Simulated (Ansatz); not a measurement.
# Br (diamond type): the cost of one run

Method: DFT PBEsol, with the methods named in each step, in Ansatz 0.2.0.

1 further run of the same task is left out (it didn't finish). Runs told in other sessions of the task aren't counted.

## 1. The starting structure

The structure is cubic, space group Fd-3m (No. 227). The conventional cell has a = 6.853 Å, b = 6.853 Å, c = 6.853 Å, α = 90.00°, β = 90.00°, γ = 90.00°. Br (site symmetry -43m) is surrounded by 4 Br at 2.97 Å.

As a file:

```cif
data_structure
_symmetry_space_group_name_H-M 'Fd-3m:1'
_symmetry_Int_Tables_number 227
_cell_length_a 6.8529
_cell_length_b 6.8529
_cell_length_c 6.8529
_cell_angle_alpha 90.000
_cell_angle_beta 90.000
_cell_angle_gamma 90.000
_cell_volume 321.82
loop_
_atom_site_label
_atom_site_type_symbol
_atom_site_symmetry_multiplicity
_atom_site_Wyckoff_symbol
_atom_site_fract_x
_atom_site_fract_y
_atom_site_fract_z
_atom_site_occupancy
Br1 Br 8 b 0.00000 0.50000 0.00000 1
```

The file gives the conventional cell by its symmetry; the runs use the cell typed in the input.

Whether this phase is the stable one at these pressures isn't tested.

Atoms are numbered in the order of the input: Br1, Br2.

## 2. The reference volume, LAPW

input.yaml

```yaml
crystal:
  lattice:
    - [0.0, 3.4264276417, 3.4264276417]
    - [3.4264276417, 0.0, 3.4264276417]
    - [3.4264276417, 3.4264276417, 0.0]
  atoms:
    - { symbol: Br, position: [-0.125, -0.125, -0.125] }
    - { symbol: Br, position: [0.125, 0.125, 0.125] }
kpoints:
  mp_grid: { grid: [11, 11, 11] }
  band_path:
    path:
      - [0.0, 0.0, 0.0]
      - [0.5, 0.0, 0.5]
      - [0.625, 0.25, 0.625]
      - [0.375, 0.375, 0.75]
      - [0.0, 0.0, 0.0]
      - [0.5, 0.5, 0.5]
      - [0.5, 0.25, 0.75]
      - [0.5, 0.0, 0.5]
    npoints: 14
scf:
  occupations: { method: fermi_dirac, width: 0.1 }
hamiltonian:
  xc: pbesol
  pseudopotentials: { kind: all_electron, lapw: { basis_error: 0.001 } }
output:
  forces: true
  stress: true
  eigenvalues: true
  populations: true
  dos: { projected: true, de: 0.2, e_range: [-14, 8] }
```

Started as:

```bash
$ ansatz run input.yaml --threads 1 --pin off --max-ram 2048MiB --backend cpu --events-out ev --progress --plain --runs-dir out
```

What time and memory should one allow on 1 thread of AMD EPYC 7R43 (Zen 3), shared host?

About 21 s, with a peak of 0.35 GiB.
